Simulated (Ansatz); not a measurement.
# CoPtO2: how the settings move a single-point run

Aim: see which settings change the result for CoPtO2, by how much, and at what cost.

Program: Ansatz 0.2.0. Level of theory: reference: DFT, PBE, PAW with Ansatz's default frozen-core files, scalar-relativistic. These are calculated values, not measurements.

## (1) The system as given

Symmetry: R-3m, No. 166, trigonal system. Conventional cell: a = 2.825 Å, b = 2.825 Å, c = 17.818 Å, α = 90.00°, β = 90.00°, γ = 120.00°. Around Co (site symmetry -3m) lie 6 O at 1.90 Å. Pt (site symmetry -3m) has 2 O at 2.00 Å in its first shell of neighbours. O (site symmetry 3m) has 3 Co at 1.90 Å and 1 Pt at 2.00 Å in its first shell of neighbours.

Structure file:

```cif
data_structure
_symmetry_space_group_name_H-M 'P 1'
_symmetry_Int_Tables_number 1
_cell_length_a 6.1592
_cell_length_b 6.1592
_cell_length_c 6.1592
_cell_angle_alpha 26.511
_cell_angle_beta 26.511
_cell_angle_gamma 26.511
_cell_volume 41.04
loop_
_atom_site_label
_atom_site_type_symbol
_atom_site_fract_x
_atom_site_fract_y
_atom_site_fract_z
_atom_site_occupancy
Co1 Co 0.50000 0.50000 0.50000 1
Pt1 Pt 0.00000 0.00000 0.00000 1
O1 O 0.88776 0.88776 0.88776 1
O2 O 0.11224 0.11224 0.11224 1
```

## (2) The reference run

Input file input.yaml:

```yaml
crystal:
  lattice:
    - [1.4122699173, 0.8153744169, 5.9393891094]
    - [-1.4122699173, 0.8153744169, 5.9393891094]
    - [0.0, -1.6307488338, 5.9393891094]
  atoms:
    - { symbol: Co, position: [0.5, 0.5, 0.5], spin: 2.0 }
    - { symbol: Pt, position: [0.0, 0.0, 0.0], spin: 0.6 }
    - { symbol: O, position: [0.88775597, 0.88775597, 0.88775597] }
    - { symbol: O, position: [0.11224403, 0.11224403, 0.11224403] }
magnetization:
  spin_polarized: true
kpoints:
  mp_grid: { grid: [12, 12, 12] }
scf:
  occupations: { method: fermi_dirac, width: 0.05 }
hamiltonian:
  xc: pbe
  pseudopotentials: { kind: paw }
output:
  forces: true
  stress: true
  eigenvalues: true
  hubbard: { sites: [{ species: Co, l: d }, { species: Pt, l: d }] }
  populations: true
```

Started as:

```sh
$ ansatz run input.yaml --threads 2 --pin off --max-ram 6144MiB --backend cpu --events-out ev --progress --plain --runs-dir out
```

From the output:

```text
[...]
Basis set: ecut = 420 eV, 805 PW (Γ), FFT grids on a1−a3, a2−a3, a3, exchange–correlation on 40×40×90 points (8 copies of the dense FFT grid, shifted against one another)
[...]
Magnetic group: BNS 166.97 (UNI 1327), of the structure as read, at distance tolerance 3.4e-5 Å
k-points: 189 of 1728
[...]
SCF iter   1: F=—  HF=-18780.649734 eV  |F-HF|=—  |Δ(HF+E_count)|=         —  Δρ=1.85e-1 (↑1.04e-1 ↓1.85e-1)  dr2=4.71e0  dr2_m=6.69e0  M=0.105 μB ∫|m|=0.277 μB  β_m=0.30  ethr=3.10e-3  ⟨swp⟩=5.4  Hψ=40663  notcnv=0
[...]
preconditioner: auto → Kerker (q_TF=auto, 2.791 Å⁻¹)  [metal: Δε(μ)=0.014 eV  Ē_g=11.731 eV  σ=0.050 eV  W_gap=0.07  n_scr=16 (ndim 8)  ℏωp=32.3 eV  f_vac=0.000  D(μ)=1.16/eV (n_scr^D=4)]
[...]
SCF iter   2: F=—  HF=-18781.748253 eV  |F-HF|=—  |Δ(HF+E_count)|=    1.10e0  Δρ=1.17e-1 (↑9.17e-2 ↓1.17e-1)  dr2=1.47e0  dr2_m=3.54e0  M=0.078 μB ∫|m|=0.210 μB  β_m=0.61  ethr=3.10e-3  ⟨swp⟩=2.1  Hψ=19884  notcnv=0  defer=342
[...]
SCF iter  12: F=—  HF=-18782.405126 eV  |F-HF|=—  |Δ(HF+E_count)|=   1.03e-8  Δρ=2.79e-6 (↑2.79e-6 ↓2.15e-6)  dr2=5.75e-9  dr2_m=4.69e-11  M=-0.000 μB ∫|m|=0.000 μB  β_m=1.00  ethr=2.32e-10  ⟨swp⟩=2.1  Hψ=13225  notcnv=0  defer=214
SCF iter  13: F=-18782.405126 eV  HF=-18782.405126 eV  |F-HF|=5.51e-9  |Δ(HF+E_count)|=  6.69e-10  Δρ=1.76e-6 (↑1.68e-6 ↓1.76e-6)  dr2=5.89e-9  dr2_m=1.76e-12  M=-0.000 μB ∫|m|=0.000 μB  ethr=1.22e-11  ⟨swp⟩=4.0  Hψ=37291  notcnv=0
[...]
SCF converged after 13 iterations
Magnetization: -0.0000 μB (23.5000 up, 23.5000 down)
[...]
Free energy (F): -18782.405126 eV
[...]
E sigma→0 (E₀):  -18782.399974 eV
[...]
Fermi energy:    16.682215 eV
[...]
  P = ⅓ Tr σ = 6.3251 GPa (63.251 kbar)
[...]
```

Wall time 11 s (2 threads of Intel Xeon 6975P-C (Granite Rapids), shared host); peak memory 0.68 GiB.

## (3) Changed: xc_grid 3

input.yaml, as its differences from that of step 2:

```diff
@@ -23,3 +23,4 @@
   eigenvalues: true
-  hubbard: { sites: [{ species: Co, l: d }, { species: Pt, l: d }] }
   populations: true
+basis:
+  xc_grid: 3
```

Started as:

```sh
$ ansatz run input.yaml --threads 2 --pin off --max-ram 6144MiB --backend cpu --events-out ev --progress --plain --runs-dir out
```

Standard output:

```text
basis.fft_grid_basis auto: the FFT boxes are laid along the combinations [[1, 0, -1], [0, 1, -1], [0, 0, 1]] of the cell's own vectors, 2.825, 2.825 and 6.159 Å long. The dense box has 20×20×45 points. Along the cell's own vectors, as sized, it would have 45×45×45, 5.06 times as many. Of the 12 symmetry operations that the crystal satisfies within crystal.symmetry.tolerance (time reversal apart; of a slab, those that keep its plane) the dense box along the cell's own vectors carries 12, and the one as laid loses 8 of those. basis.fft_grid_basis: typed keeps the cell's own vectors: state it where this run's energies or levels are differenced outside the engine with another run's, or held beside a run that keeps those vectors.
Engine: ansatz 0.2.0
Pseudopotentials: kind: paw
Pseudopotential: Co, paw, valence charge 17, recommended cutoff 420 eV (normal)
Pseudopotential: Pt, paw, valence charge 18, recommended cutoff 420 eV (normal)
Pseudopotential: O, paw, valence charge 6, recommended cutoff 420 eV (normal)
Functional definition: PBE
  parameter kappa = 0.804
  parameter beta = 0.06672455060314922
  exchange = pbe_x(kappa = kappa, mu = beta*pi^2/3)
  correlation = pbe_c(beta = beta)
Crystal: 4 atoms, lattice volume = 41.036 Å³
Basis set: ecut = 420 eV, 805 PW (Γ), FFT grids on a1−a3, a2−a3, a3, exchange–correlation on 60×60×135 points (27 copies of the dense FFT grid, shifted against one another)
Bands: 30, of which v1, the nominal top of the filled ones, is band 24 counted from 1 (23 counted from 0)
Symmetry: 12 space group operations
Space group: R-3m (ITA 166), of the structure as read, at distance tolerance 3.4e-5 Å
Magnetic group: BNS 166.97 (UNI 1327), of the structure as read, at distance tolerance 3.4e-5 Å
k-points: 189 of 1728
Non-local potential: Co, projectors of the file, l = 0: 3, l = 1: 2, l = 2: 3, l = 3: 1
Non-local potential: Pt, projectors of the file, l = 0: 3, l = 1: 2, l = 2: 2, l = 3: 1
Non-local potential: O, projectors of the file, l = 0: 2, l = 1: 2, l = 2: 1
PAW form: soft (Blöchl's): semilocal exchange-correlation on the pseudo side does not see the compensation charge
PAW one-centre angular grid: Co, 590 points (default); XC on 64 Gauss nodes
PAW one-centre angular grid: Pt, 590 points (default); XC on 64 Gauss nodes
PAW one-centre angular grid: O, 110 points (default); XC on 64 Gauss nodes
Initial density: superposition of atomic densities (chi_scale 0.1, normalization cell, long waves kept (reshape's long-wave potential 0.28 eV rms))
Starting moments: Σ|m| = 2.6 μB on 2 of 4 sites
Initial wavefunctions: pseudopotential atomic-orbital guess
Functional: x = pbe(κ = 0.804, μ = 0.2195149727645171), c = pbe(β = 0.06672455060314922)
SCF iter   1: F=—  HF=-18780.649758 eV  |F-HF|=—  |Δ(HF+E_count)|=         —  Δρ=1.85e-1 (↑1.04e-1 ↓1.85e-1)  dr2=4.71e0  dr2_m=6.69e0  M=0.105 μB ∫|m|=0.277 μB  β_m=0.30  ethr=3.10e-3  ⟨swp⟩=5.4  Hψ=40663  notcnv=0
Mixer restart at iter 1: flushing history
preconditioner: auto → Kerker (q_TF=auto, 2.791 Å⁻¹)  [metal: Δε(μ)=0.014 eV  Ē_g=11.731 eV  σ=0.050 eV  W_gap=0.07  n_scr=16 (ndim 8)  ℏωp=32.3 eV  f_vac=0.000  D(μ)=1.16/eV (n_scr^D=4)]
spin=Collinear: Kerker preconditioning applied to the charge; magnetization (m = ρ↑ − ρ↓) channel mixes plain (no charge-response kernel on spin).
SCF iter   2: F=—  HF=-18781.748272 eV  |F-HF|=—  |Δ(HF+E_count)|=    1.10e0  Δρ=1.17e-1 (↑9.17e-2 ↓1.17e-1)  dr2=1.47e0  dr2_m=3.54e0  M=0.078 μB ∫|m|=0.210 μB  β_m=0.61  ethr=3.10e-3  ⟨swp⟩=2.1  Hψ=19884  notcnv=0  defer=342
SCF iter   3: F=—  HF=-18782.528259 eV  |F-HF|=—  |Δ(HF+E_count)|=   7.80e-1  Δρ=4.63e-2 (↑2.50e-2 ↓4.63e-2)  dr2=1.90e0  dr2_m=5.02e-2  M=0.049 μB ∫|m|=0.089 μB  β_m=0.53  ethr=3.10e-3  ⟨swp⟩=2.1  Hψ=18276  notcnv=0  defer=321
SCF iter   4: F=—  HF=-18782.400227 eV  |F-HF|=—  |Δ(HF+E_count)|=   1.28e-1  Δρ=8.57e-3 (↑8.57e-3 ↓6.79e-3)  dr2=8.95e-2  dr2_m=1.08e-3  M=0.010 μB ∫|m|=0.029 μB  β_m=0.76  ethr=3.10e-3  ⟨swp⟩=2.3  Hψ=18073  notcnv=0  defer=260
SCF iter   5: F=—  HF=-18782.399174 eV  |F-HF|=—  |Δ(HF+E_count)|=   1.05e-3  Δρ=4.92e-3 (↑4.92e-3 ↓4.63e-3)  dr2=2.20e-2  dr2_m=4.15e-5  M=0.001 μB ∫|m|=0.006 μB  β_m=0.88  ethr=1.90e-4  ⟨swp⟩=2.3  Hψ=21690  notcnv=0  defer=209
SCF iter   6: F=—  HF=-18782.406638 eV  |F-HF|=—  |Δ(HF+E_count)|=   7.46e-3  Δρ=3.58e-3 (↑3.58e-3 ↓3.16e-3)  dr2=1.56e-2  dr2_m=2.01e-5  M=0.000 μB ∫|m|=0.002 μB  β_m=0.85  ethr=4.68e-5  ⟨swp⟩=2.0  Hψ=18278  notcnv=0  defer=213
SCF iter   7: F=—  HF=-18782.404915 eV  |F-HF|=—  |Δ(HF+E_count)|=   1.72e-3  Δρ=6.75e-4 (↑4.43e-4 ↓6.75e-4)  dr2=4.55e-4  dr2_m=3.95e-5  M=0.000 μB ∫|m|=0.002 μB  β_m=0.92  ethr=3.31e-5  ⟨swp⟩=2.0  Hψ=14864  notcnv=0  defer=214
SCF iter   8: F=—  HF=-18782.405019 eV  |F-HF|=—  |Δ(HF+E_count)|=   1.05e-4  Δρ=3.58e-4 (↑3.58e-4 ↓3.16e-4)  dr2=1.52e-4  dr2_m=4.71e-7  M=-0.000 μB ∫|m|=0.000 μB  β_m=0.96  ethr=9.69e-7  ⟨swp⟩=2.2  Hψ=19684  notcnv=0  defer=214
SCF iter   9: F=—  HF=-18782.405032 eV  |F-HF|=—  |Δ(HF+E_count)|=   1.28e-5  Δρ=1.78e-4 (↑7.87e-5 ↓1.78e-4)  dr2=1.68e-5  dr2_m=1.16e-6  M=-0.000 μB ∫|m|=0.000 μB  β_m=0.98  ethr=3.23e-7  ⟨swp⟩=2.2  Hψ=16847  notcnv=0  defer=214
SCF iter  10: F=—  HF=-18782.405149 eV  |F-HF|=—  |Δ(HF+E_count)|=   1.17e-4  Δρ=2.02e-5 (↑2.02e-5 ↓1.51e-5)  dr2=2.83e-7  dr2_m=1.42e-8  M=-0.000 μB ∫|m|=0.000 μB  β_m=0.99  ethr=3.57e-8  ⟨swp⟩=2.0  Hψ=16375  notcnv=0  defer=214
SCF iter  11: F=—  HF=-18782.405149 eV  |F-HF|=—  |Δ(HF+E_count)|=   1.66e-7  Δρ=1.08e-5 (↑1.08e-5 ↓7.63e-6)  dr2=1.08e-7  dr2_m=1.34e-9  M=-0.000 μB ∫|m|=0.000 μB  β_m=1.00  ethr=6.01e-10  ⟨swp⟩=2.3  Hψ=17885  notcnv=0  defer=214
SCF iter  12: F=—  HF=-18782.405149 eV  |F-HF|=—  |Δ(HF+E_count)|=   1.02e-8  Δρ=2.76e-6 (↑2.76e-6 ↓2.13e-6)  dr2=5.60e-9  dr2_m=4.66e-11  M=-0.000 μB ∫|m|=0.000 μB  β_m=1.00  ethr=2.31e-10  ⟨swp⟩=2.1  Hψ=13256  notcnv=0  defer=214
SCF iter  13: F=-18782.405149 eV  HF=-18782.405149 eV  |F-HF|=5.55e-9  |Δ(HF+E_count)|=  6.84e-10  Δρ=1.77e-6 (↑1.69e-6 ↓1.77e-6)  dr2=5.94e-9  dr2_m=1.72e-12  M=-0.000 μB ∫|m|=0.000 μB  ethr=1.19e-11  ⟨swp⟩=4.0  Hψ=37359  notcnv=0
SCF 1 converged in 13 iterations: F = -18782.405149 eV  dr2 = 5.94e-9
WARN: the starting moments were not kept: the SCF closed with an absolute magnetisation of 1.5e-6 μB, where they sum to 2.6 μB in size (2 sites). That is at most 0.1 of that sum. Measured as dr2_m measures the in/out step, that magnetisation stands 1.4e-12 eV from none, at or under the dr2_threshold of 1.0e-7 eV: it is no larger than a step whose dr2_m would equal this threshold. The system may hold no moment; this SCF shows only that its start led to no more than that. To try another start: raise the starting moments (crystal.atoms[].spin, magnetization.per_species, magnetization.initial_magnetization, or on a non-collinear deck that types none of these the spinor_matrix: blocks that start its atoms; where the total moment is fixed, keep their sum and leave initial_magnetization as it is; typed ones take the place of any that the run laid by itself, positive ones on a crystal's lanthanoids without a Hubbard term where scf.initial_density.shell_occupations: [] is typed) or, if the notice of its spin-set hold's release reads "site moments contracting" or "site moments show no strong build", lengthen the hold (scf.mixing.spin_hold: { on: { confirm: 4 } }; for m-r²SCAN on two components see the key's manual first). Each may lead to a state that holds a moment. A second SCF, from the converged charge density, with the starting moments and any scf.initial_density.shell_occupations laid on it anew, would have followed, and was not run: the deck does not ask for one (magnetization.retry_lost_moments is false, the default). To let it run, set magnetization.retry_lost_moments: true and run the deck again, where that key's refused combinations let it; where memory then withholds it, that run's warning says so.
SCF converged after 13 iterations
Magnetization: -0.0000 μB (23.5000 up, 23.5000 down)
Absolute magnetization: 0.0000 μB (∫|ρ↑−ρ↓|, with the PAW one-centre terms)
Spin contamination: 0.0000 ħ² per cell (⟨S²⟩ above its minimum at these occupations)
Per-site moments (μB) at R_I (Å): [(-5.556365211570953e-7, 0.7826291999317879), (-9.829126953125591e-8, 0.8249929496042441), (2.915406635608367e-7, 0.7826291999317879), (2.915406636072874e-7, 0.782629199931788)]
Free energy (F): -18782.405149 eV
Harris-Foulkes:  -18782.405149 eV  (|F-HF|=5.55e-9)
Internal energy: -18782.394846 eV  (E = F + TS)
E sigma→0 (E₀):  -18782.399997 eV
Entropy (-TS):   -0.010303 eV (-2.576 meV/atom)
Fermi energy:    16.682215 eV
--- Per-component energies (eV) ---
  E_band       = -473.073220
  E_kinetic    = 1438.848162
  E_local      = -5687.580259  (includes V_loc(G=0)·N_el)
  E_nonlocal   = 752.166281
  E_hartree    = 2280.802643
  E_xc         = -566.573976
  E_vxc        = -694.174636  (∫ρ·V_xc dr)
  E_paw        = -11283.311483  (= ΣΔE_a)
  E_vpaw       = -843.946637  (= ΣTr[D̂ρ^β])
  E_aug_tail   = 0.005000  (compensation charges beyond the density's cutoff)
  E_ewald      = -5716.751213
  E_smearing   = -0.010303  (= −TS)
  E_closure    = 0.000000  (closes the sum)
  Σ components = -18782.405149   (vs F -18782.405149, Δ=0.00e0)
--- Forces (eV/Å), atoms counted from 1 ---
  atom   1  Co     0.00000000     0.00000000    -0.00000000
  atom   2  Pt     0.00000000    -0.00000000     0.00000000
  atom   3  O     -0.00000000     0.00000000     0.03746483
  atom   4  O      0.00000000    -0.00000000    -0.03746483
  max |Σ_I F_I| component: 9.25e-18 eV/Å
--- Stress (GPa, compression-positive) ---
        6.139169       0.000000       0.000000
        0.000000       6.139169       0.000000
        0.000000       0.000000       6.696590
  P = ⅓ Tr σ = 6.3250 GPa (63.250 kbar)
--- Band table (eV; the first three rows and the last of 378) ---
  k-point 0 ↑: bands = ["-82.1227", "-79.0922", "-42.3771", "-42.3771", "-42.3475", "-36.7156", "-36.0176", "-36.0176", "-5.0619", "-3.1267", "6.8915", "9.4991", "10.0394", "10.0394", "11.9916", "13.2518", "13.2518", "13.3754", "13.3754", "14.6612", "14.6612", "14.9850", "14.9850", "15.0833", "18.4858", "18.4858", "19.3588", "22.0882", "25.5643", "28.1701"]
  k-point 1 ↑: bands = ["-82.1216", "-79.0917", "-42.3824", "-42.3784", "-42.3467", "-36.7134", "-36.0372", "-36.0225", "-4.9802", "-3.1200", "6.9963", "9.6952", "9.8027", "10.0779", "12.1928", "12.8063", "13.0076", "13.2921", "13.5653", "14.5708", "14.6960", "14.9593", "15.1280", "15.1284", "18.3241", "18.4211", "19.4737", "22.5112", "25.7585", "28.5164"]
  k-point 2 ↑: bands = ["-82.1186", "-79.0903", "-42.3967", "-42.3817", "-42.3444", "-36.7070", "-36.0905", "-36.0357", "-4.7483", "-3.1041", "7.2809", "9.3467", "10.1839", "10.1849", "11.9103", "12.4751", "12.5511", "13.1084", "14.0501", "14.1679", "14.6940", "14.9802", "15.2904", "15.4535", "17.9782", "18.2583", "19.7165", "23.5397", "26.3028", "29.4158"]
  k-point 188 ↓: bands = ["-82.1227", "-79.0922", "-42.3771", "-42.3771", "-42.3475", "-36.7158", "-36.0176", "-36.0176", "-4.8184", "-3.5133", "8.5210", "9.2041", "9.9531", "10.1792", "10.1792", "12.5701", "12.5701", "13.3837", "13.3837", "14.7508", "14.7508", "15.7309", "15.8313", "15.8313", "18.0617", "18.0617", "20.5750", "21.0752", "25.2891", "28.0727"]
--- Löwdin populations: 4 sites ---
  site symbol       q [e]    m [muB]
     0     Co     15.9609    -0.0000
     1     Pt     17.5405    -0.0000
     2      O      6.6477     0.0000
     3      O      6.6477     0.0000
  spilling = 0.004322 (of n_electrons = 47.000000)
```

Wall time 9.9 s (2 threads of Intel Xeon 6975P-C (Granite Rapids), shared host); peak memory 0.68 GiB.

Changing the numerical grids hardly moves the energy: 0.0 meV/atom.

## (4) All runs together

```csv
run,ending,energy change,pressure (GPa),gap (eV),force (eV/Å),cycles,time
reference,converged,0,6.3,0.00,0.04,13,11 s
1: xc_grid 3,converged,0.0 meV/atom,6.3,0.00,0.04,13,9.9 s
```

Times don't compare one to one where runs were asked for different outputs or read a saved state (see the inputs); cycles may leave out searches for a lower state.

Residual by cycle in the longest SCF loop of each run; runs are numbered as in the table. The quantity is the density residual dr2, in eV.

```csv
cycle,reference,run 1
1,4.71,4.71
2,1.47,1.47
3,1.9,1.9
4,0.0895,0.0895
5,0.022,0.022
6,0.0156,0.0156
8,1.5e-4,1.5e-4
9,1.7e-5,1.7e-5
10,2.8e-7,2.8e-7
11,1.1e-7,1.1e-7
12,5.8e-9,5.6e-9
13,5.9e-9,5.9e-9
```

What this shows: Changing the numerical grids hardly moves the energy: 0.0 meV/atom.
